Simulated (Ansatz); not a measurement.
# MnZn: how the settings move a relaxation

Question: which choices in the input matter for MnZn?

Program: Ansatz 0.2.0. Level of theory: reference: DFT, LDA, PAW with Ansatz's default frozen-core files, scalar-relativistic. These are calculated values, not measurements.

## (1) Starting point

It takes space group Pm-3m (No. 221, cubic). Conventional cell: a = 3.110 Å, b = 3.110 Å, c = 3.110 Å, α = 90.00°, β = 90.00°, γ = 90.00°. Mn (site symmetry m-3m) is surrounded by 8 Zn at 2.69 Å. Around Zn (site symmetry m-3m) lie 8 Mn at 2.69 Å.

Coordinates:

```xyz
2
Lattice="3.1104 0.0000 0.0000 0.0000 3.1104 0.0000 0.0000 0.0000 3.1104" Properties=species:S:1:pos:R:3 pbc="T T T"
Mn    0.0000    0.0000    0.0000
Zn    1.5552    1.5552    1.5552
```

## (2) The reference run

input.yaml reads:

```yaml
crystal:
  lattice:
    - [3.1103993697, 0.0, 0.0]
    - [0.0, 3.1103993697, 0.0]
    - [0.0, 0.0, 3.1103993697]
  atoms:
    - { symbol: Mn, position: [0.0, 0.0, 0.0], spin: 4.0 }
    - { symbol: Zn, position: [0.5, 0.5, 0.5] }
magnetization:
  spin_polarized: true
kpoints:
  mp_grid: { grid: [11, 11, 11] }
scf:
  occupations: { method: fermi_dirac, width: 0.05 }
hamiltonian:
  xc: lda
  pseudopotentials: { kind: paw }
output:
  forces: true
  stress: true
  efg: { contact_densities: true }
relax:
  f_tol: 0.005
  max_steps: 80
  cell: {}
```

Command:

```sh
ansatz run input.yaml --threads 1 --pin off --max-ram 3072MiB --backend cpu --events-out ev --progress --plain --runs-dir out
```

## (3) Variant: occupations.width 0.15

input.yaml, as its differences from that of step 2:

```diff
@@ -13,3 +13,3 @@
 scf:
-  occupations: { method: fermi_dirac, width: 0.05 }
+  occupations: { method: fermi_dirac, width: 0.15 }
 hamiltonian:
```

Q: Predict the outcome of this session. Wanted: for each run, ending; energy change; pressure; abs. moment; force.

**Answer**, as computed:

| run | ending | energy change | pressure (GPa) | abs. moment (μB) | force (eV/Å) | cycles | time |
| --- | --- | --- | --- | --- | --- | --- | --- |
| reference | converged | 0 | 0.0 | 2.82 | 0.00 | 56 | 17 s |
| 1: occupations.width 0.15 | converged | +1.1 meV/atom (σ→0) | 0.0 | 2.76 | 0.00 | 57 | 17 s |

What this shows: Changing the smearing moves the energy by +1.1 meV/atom (σ→0 values), and the absolute moment goes from 2.82 to 2.76 μB. Cost: 57 SCF cycles against 56.
